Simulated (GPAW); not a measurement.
Set up this calculation in GPAW 26.7.0, as an ASE script.

| Property | Result |
| --- | --- |
| Task | single point |
| Functional | PBEsol |
| Potentials or basis | PAW data sets generated in the run's folder for this functional |
| Cutoff | 600 eV |
| Basis | pw |
| k mesh | 3 × 6 × 6 |
| Occupations | fermi-dirac, width 0.05 eV |
| Spin | collinear spin, antiferromagnetic start |
| Starting moments | [0.0, 0.0, 0.0, 0.0, 0.0, 0.0, 2.0, -2.0] μB |
| Maxiter | 150 |

The system is CoW3.

```
CELL_PARAMETERS angstrom
7.81470 0.00000 0.00000
0.00000 3.90735 0.00000
0.00000 0.00000 3.90735
ATOMIC_POSITIONS crystal
W 0.25000 0.50000 0.00000
W 0.75000 0.50000 0.00000
W 0.25000 0.00000 0.50000
W 0.75000 0.00000 0.50000
W 0.00000 0.50000 0.50000
W 0.50000 0.50000 0.50000
Co 0.00000 0.00000 0.00000
Co 0.50000 0.00000 0.00000
```

The cell comes from a database or a generator and needn't be the stable form of this composition.

These files were run (other wordings do the same):

run.py

```python
from ase import Atoms
from ase.dft.bandgap import bandgap
from ase.io import write
from ase.units import GPa
from gpaw import GPAW, PW, setup_paths

setup_paths.insert(0, '.')

atoms = Atoms(['W', 'W', 'W', 'W', 'W', 'W', 'Co', 'Co'],
              cell=[[7.814702, 0.0, 0.0],
                    [0.0, 3.907351, 0.0],
                    [0.0, 0.0, 3.907351]],
              scaled_positions=[[0.25, 0.5, 0.0],
                                [0.75, 0.5, 0.0],
                                [0.25, 0.0, 0.5],
                                [0.75, 0.0, 0.5],
                                [0.0, 0.5, 0.5],
                                [0.5, 0.5, 0.5],
                                [0.0, 0.0, 0.0],
                                [0.5, 0.0, 0.0]],
              pbc=True)
atoms.set_initial_magnetic_moments([0.0, 0.0, 0.0, 0.0, 0.0, 0.0, 2.0, -2.0])

calc = GPAW(mode=PW(600),
            xc='PBEsol',
            kpts={'size': (3, 6, 6), 'gamma': True},
            occupations={'name': 'fermi-dirac', 'width': 0.05},
            nbands=88,
            convergence={'density': 1e-05, 'energy': 1e-05},
            maxiter=150,
            txt='gpaw.txt')
atoms.calc = calc
energy = atoms.get_potential_energy()
forces = atoms.get_forces()
stress = atoms.get_stress()
calc.write('gs.gpw')
write('result.traj', atoms)
print(f'Energy: {energy:.6f} eV')
print('Forces (eV/A):')
print(forces.round(4))
print('Stress (GPa):', (stress / GPa).round(3))
print('Moments:', calc.get_magnetic_moments().round(3))
print('Fermi level:', round(calc.get_fermi_level(), 4), 'eV')
print(f'Gap: {bandgap(calc)[0]:.4f} eV, direct: {bandgap(calc, direct=True)[0]:.4f} eV')
```

Potentials or basis: PAW data sets generated in the run's folder for this functional, pw.

The run is started by

```bash
$ gpaw-setup -f PBEsol Co W
$ OMP_NUM_THREADS=1 python run.py
```

It gave:

* Pressure: -10.6 GPa
* Band gap on the k mesh: none (metal or under the smearing width)
* Net moment: 0.00 μB per cell
* Site moments: W +0.00, +0.01, -0.01; Co +0.45, -0.45 μB

Run time: 8.9 min on 1 thread of AMD EPYC 7R43 64-Core Processor (Zen 3) (shared host), peak memory 0.46 GiB.
